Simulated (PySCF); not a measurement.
# The bond of CoI, level by level

One job finds the state of CoI, follows it along the bond with each method and fits the curves.

Computed with PySCF 2.14.0. Level: Co def2-TZVPP, I def2-TZVPP with ECP28, scalar-relativistic core potentials.

**1. Set-up**

Settings of the job:

```json
{
  "atoms": "Co, I",
  "charge": "0",
  "basis": "Co def2-TZVPP, I def2-TZVPP with ECP28",
  "Hamiltonian": "scalar-relativistic core potentials",
  "basis functions": "114",
  "electrons treated": "52",
  "masses in u": "58.9332, 126.9045",
  "levels": "PBE0, PBE, r²SCAN, r²SCANh, revPBE, B3LYP, M06-2X, LC-ωPBE, HF, MP2, SCS-MP2",
  "grid": "80 radial by 434 angular points",
  "occupations": "held fixed by the projection of orbital angular momentum",
  "dissociation limit": "Co + I, each in its ground configuration",
  "starting distance in angstrom": "2.380",
  "values of 2S to try": "0, 2, 4, 6"
}
```

Started as:

```bash
OMP_NUM_THREADS=2 python dia.py task.json out
```

The runs that follow: The PBE0 curve of the state that the search chose; Higher solutions at PBE0; PBE; r²SCAN; r²SCANh (hybrid meta-GGA); revPBE (GGA); B3LYP (global hybrid GGA); M06-2X (hybrid meta-GGA); LC-ωPBE (range-separated hybrid); UHF.

**Question.** What will these runs give? Wanted: for each run, Re; ωe; De; μ.

The runs gave:

Lowest PBE0 solution found, without spin–orbit coupling: ³Δ (triplet), unpaired electrons σ ↑, δ ↑. State 2 has its PBE0 minimum 0.14 eV higher. State 3 has its PBE0 minimum 0.25 eV higher. State 4 has its PBE0 minimum 0.59 eV higher. The other levels ran on the lowest alone.

```tsv
level	Re (Å)	ωe (cm⁻¹)	De (eV)	μ (D)
UHF	2.567	221.0	0.415	-7.31
UHF-MP2	2.425	260.0	3.63	n/a
UHF-SCS-MP2	2.456	250.5	3.18	n/a
PBE	2.427	254.0	3.50	-4.24
revPBE	2.446	246.5	3.31	-4.37
r²SCAN	2.426	257.6	3.26	-4.80
r²SCANh	2.433	255.6	3.06	-5.09
B3LYP	2.464	243.3	2.80	-4.91
PBE0	2.445	251.3	2.96	-5.19
M06-2X	2.497	239.7	2.26	-5.70
LC-ωPBE	2.428	263.9	3.50	-5.70
```

De is counted to Co + I in their ground configurations. A positive dipole means Co(−)I(+).

**Reading.** Bond lengths run from 2.425 Å (UHF-MP2) to 2.567 Å (UHF). Of the levels with a De here, UHF gives the least (0.415 eV) and UHF-MP2 the most (3.63 eV).

Correlated steps freeze 9 core orbitals. Spin–orbit coupling is left out, which matters for elements this heavy, above all for dissociation energies. With d or f electrons several states lie close, and the lowest PBE0 determinant need not be the measured ground state. With spin–orbit coupling the term label itself may not hold.
